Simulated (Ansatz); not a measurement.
Crystal: VBiO4.

```
Bi V O
1.0
    -2.56105    2.56105    5.79606
     2.56105   -2.56105    5.79606
     2.56105    2.56105   -5.79606
Bi V O
2 2 8
Direct
  0.75000 0.25000 0.50000
  0.00000 0.00000 0.00000
  0.25000 0.75000 0.50000
  0.50000 0.50000 0.00000
  0.43810 0.32910 0.60895
  0.57915 0.68810 0.60899
  0.72016 0.82915 0.39105
  0.07910 0.97016 0.39101
  0.67090 0.27984 0.10899
  0.02984 0.42085 0.10895
  0.31190 0.92090 0.89105
  0.17085 0.56190 0.89101
```

Measurements of this composition are mostly on another form, of space group No. 15.

```yaml
Program: Ansatz 0.2.0
Task: single point
Functional: PBEsol
Potentials_or_basis: Ansatz PAW
Cutoff: "420 eV (not typed: the program's choice for these potentials)"
k_mesh: 7 × 7 × 7
Occupations: fermi-dirac, width 0.05 eV
Spin: collinear spin, ferromagnetic start
Starting_moments: "[0.0, 0.0, 2.0, 2.0, 0.0, 0.0, 0.0, 0.0, 0.0, 0.0, 0.0, 0.0] μB"
```

On this cell: pressure -1.8 GPa; largest force 0.262 eV/Å; net moment 0.00 μB per cell; band gap on the k mesh 2.13 eV, indirect (least direct gap 2.14 eV).

The same run follows on a disturbed copy (atoms moved at random, drawn with an rms of 0.05 Å):

```
Bi V O
1.0
    -2.56105    2.56105    5.79606
     2.56105   -2.56105    5.79606
     2.56105    2.56105   -5.79606
Bi V O
2 2 8
Direct
  0.74845 0.24964 0.50380
  0.00403 0.99551 0.99829
  0.24421 0.75410 0.49856
  0.49999 0.50595 0.00408
  0.43920 0.32633 0.60450
  0.58457 0.69253 0.61523
  0.72955 0.83025 0.39787
  0.08792 0.98079 0.40410
  0.66983 0.27383 0.11053
  0.03575 0.42670 0.11262
  0.32170 0.92646 0.89592
  0.16862 0.56579 0.88804
```

What changes?

The energy moves by +16.9 meV/atom; pressure -2.4 GPa; largest force 2.122 eV/Å; net moment 0.00 μB per cell; band gap on the k mesh 1.96 eV, indirect (least direct gap 2.00 eV).

Forces on the atoms (eV/Å):
```
Bi   0.131 -0.369  0.515
Bi   0.390 -0.214 -0.426
V   -0.350  1.372  1.581
V   -1.361  0.807 -0.699
O    0.873  0.496 -0.543
O    0.203 -0.751 -0.530
O   -0.415 -0.348 -0.212
O   -0.217 -0.093 -0.123
O    0.762 -1.205  1.261
O   -0.199 -0.204 -0.460
O    0.290 -0.017 -0.738
O   -0.107  0.526  0.373
```

Stress tensor (GPa, compression positive):
```
-1.59  1.96  0.48
 1.96 -3.49  0.34
 0.48  0.34 -2.16
```

Caveats: odd divisions of the mesh miss points on the zone boundary, where band edges often lie, so the gap on the mesh can be too wide; spin-orbit coupling is left out, which as a rule narrows the gap of such compounds by several tenths of an eV; the PAW data sets come from PBE, with cores solved anew for the run's functional, which leaves a small shift of forces and pressure; the starting moments weren't kept.

A k mesh can miss the band edges.
